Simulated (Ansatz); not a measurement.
NaLaMnMoO6:

```
Na La Mn Mo O
1.0
     5.40523    0.00142    0.00146
     0.07459    5.40460   -0.01175
     0.03041   -0.01433    8.22075
Na La Mn Mo O
2 2 2 2 12
Direct
  0.50619 0.50653 0.24999
  0.49381 0.49347 0.75001
  0.01207 0.01233 0.25001
  0.98793 0.98767 0.74999
  0.50000 0.00000 0.00000
  0.00000 0.50000 0.50000
  0.00000 0.50000 0.00000
  0.50000 0.00000 0.50000
  0.94778 0.54274 0.23246
  0.05222 0.45726 0.76754
  0.28121 0.28009 0.04830
  0.71879 0.71991 0.95170
  0.20507 0.79908 0.99952
  0.79493 0.20092 0.00048
  0.45652 0.05176 0.73248
  0.54348 0.94824 0.26752
  0.20097 0.79487 0.49902
  0.79903 0.20513 0.50098
  0.28007 0.28119 0.45169
  0.71993 0.71881 0.54831
```

The cell was built by a generator and needn't be a form met in nature.

```yaml
Program: Ansatz 0.2.0
Task: single point
Functional: PBE
Potentials_or_basis: Ansatz PAW
Cutoff: "420 eV (not typed: the program's choice for these potentials)"
k_mesh: 5 × 5 × 4
Occupations: fermi-dirac, width 0.05 eV
Spin: collinear spin, ferromagnetic start
Starting_moments: "[0.0, 0.0, 0.0, 0.0, 4.0, 4.0, 1.0, 1.0, 0.0, 0.0, 0.0, 0.0, 0.0, 0.0, 0.0, 0.0, 0.0, 0.0, 0.0, 0.0] μB"
```

On this cell: pressure 0.0 GPa; largest force 0.035 eV/Å; net moment 6.83 μB per cell; site moments Na -0.00; La -0.01; Mn +3.04; Mo -0.18; O +0.06, +0.02 μB; band gap on the k mesh none (metal or under the smearing width).

The same run follows on a disturbed copy (atoms moved at random, drawn with an rms of 0.05 Å):

```
Na La Mn Mo O
1.0
     5.40523    0.00142    0.00146
     0.07459    5.40460   -0.01175
     0.03041   -0.01433    8.22075
Na La Mn Mo O
2 2 2 2 12
Direct
  0.50816 0.51233 0.24593
  0.48690 0.49052 0.75243
  0.00655 0.01337 0.24780
  0.99071 0.98709 0.75349
  0.50150 0.99890 0.99866
  0.99660 0.49924 0.50252
  0.99646 0.49765 0.00100
  0.49397 0.00146 0.49547
  0.94982 0.54425 0.23438
  0.05999 0.46033 0.76756
  0.28839 0.27364 0.04251
  0.72327 0.71100 0.95383
  0.20141 0.80036 0.00026
  0.79985 0.20331 0.00113
  0.45885 0.05520 0.73709
  0.54336 0.95606 0.26761
  0.20257 0.78920 0.50870
  0.79663 0.20770 0.50612
  0.28292 0.27927 0.44533
  0.71903 0.71674 0.54880
```

Problem. What does the disturbed cell give?

Solution. The energy (extrapolated to zero smearing) moves by +10.0 meV/atom; pressure 0.0 GPa; largest force 1.782 eV/Å; net moment 6.85 μB per cell; site moments Na -0.00; La -0.01, -0.00; Mn +3.01, +3.02; Mo -0.16, -0.18; O +0.05, +0.03, +0.02, +0.01, +0.07, +0.04 μB; band gap on the k mesh none (metal or under the smearing width).

Forces on the atoms (eV/Å):
```
Na  -0.086 -0.076  0.016
Na   0.137  0.066 -0.074
La   0.227 -0.059  0.233
La  -0.018 -0.010 -0.314
Mn  -0.160 -0.081 -0.266
Mn   0.065  0.017  0.061
Mo   1.035  0.052 -0.370
Mo   0.652 -0.230  1.643
O    0.111 -0.089 -0.060
O   -0.253 -0.062  0.240
O   -0.464  0.507  0.360
O   -0.654  0.547  0.020
O    0.185 -0.047  0.190
O   -0.399 -0.555  0.110
O    0.000 -0.188 -0.580
O    0.111 -0.361 -0.390
O    0.074  0.340 -0.554
O    0.021 -0.218 -0.322
O   -0.467  0.169  0.191
O   -0.118  0.280 -0.136
```

Stress tensor (GPa, compression positive):
```
 0.32 -0.09  0.12
-0.09  0.42  0.00
 0.12  0.00 -0.68
```

Caveats: semilocal functionals often make such compounds metallic where correlation or magnetic order opens a gap, which also shifts bond lengths; only a ferromagnetic start was run, and an antiferromagnetic order may lie lower in energy; the starting moments weren't kept.
